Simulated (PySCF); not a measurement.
**A gas-phase reaction: AlCl2H2N + CuH2N → AlCl2CuHN + H3N**

Aim: the reaction energy of `[NH2][Al]([Cl])[Cl]` + `[NH2][Cu]` → `[Cl][Al]([Cl])[NH][Cu]` + `N`.

Programs: PySCF 2.14.0. All values are calculated, for the isolated system unless a continuum is named. Atoms count from 0, parts from 1.

## Step 1: The system as given

Each species was relaxed by itself at PBE0-D3(BJ)/def2-SVPD.

## Step 2: Reaction energy: wB97M-D3(BJ)/def2-TZVPD

What the job is given:

```
{"job": {"kind": "react", "xc": "wB97M-D3(BJ)", "basis": "def2-TZVPD"}, "charge": 0, "multiplicity": 1}
-1 AlCl2H2N charge 0 multiplicity 1
N     -0.338210    -0.530260     0.836150
Al     0.241980     0.356080    -0.565960
Cl     2.274240     0.307600    -1.085860
Cl    -1.087540     1.476300    -1.740510
H      0.246990    -1.095150     1.437280
H     -1.303230    -0.554970     1.137590

-1 CuH2N charge 0 multiplicity 1
N     -0.412490    -0.000600     0.007850
Cu     1.015660    -0.700130    -0.873630
H     -0.386390     1.018230    -0.068470
H     -0.315030    -0.192350     1.007020

+1 AlCl2CuHN charge 0 multiplicity 1
Cl    -1.712730     1.017500    -0.956510
Al    -0.554190    -0.320950     0.320860
Cl    -1.705380    -1.574840     1.552330
N      1.118140    -0.019280     0.003240
Cu     0.879020     1.310840    -1.285910
H      1.974220    -0.412560     0.365250

+1 H3N charge 0 multiplicity 1
N      0.006810    -0.001390     0.284510
H      0.864960    -0.382100    -0.103450
H     -0.096480     0.939290    -0.084720
H     -0.760140    -0.554140    -0.087160
```

Level: wB97M-D3(BJ)/def2-TZVPD reaction energy of separated species, gas phase.

Launch:

```
OMP_NUM_THREADS=1 python cluster_run.py task.json out
```

The driver reads the jobs from task.json and runs them one after another.

**Question.** The jobs that follow are: PBE0-D3(BJ)/def2-TZVPD reaction energy of separated species, gas phase. Predict: reaction energy (wB97M-D3(BJ)/def2-TZVPD); ΔH, ΔG at 298 K (xTB thermal terms). Thermal terms come from harmonic xTB runs on each species.

The runs gave:

```
                                                quantity                    value
               reaction energy (wB97M-D3(BJ)/def2-TZVPD)           -5.72 kcal/mol
                     ΔH, ΔG at 298 K (xTB thermal terms)      -5.0, -3.5 kcal/mol
range of the reaction energy over the runs of this table  -6.03 to -5.72 kcal/mol
```

**Reading.** The reaction is exothermic by 5.0 kcal/mol in the gas phase; dispersion gives -0.54, and xTB itself gave -13.62 for the electronic energy (xTB energies and thermal terms come from the earlier relaxation of each species, not shown). No barrier was sought. The reaction energy runs from -6.03 (PBE0-D3(BJ)/def2-TZVPD) to -5.72 kcal/mol (wB97M-D3(BJ)/def2-TZVPD).
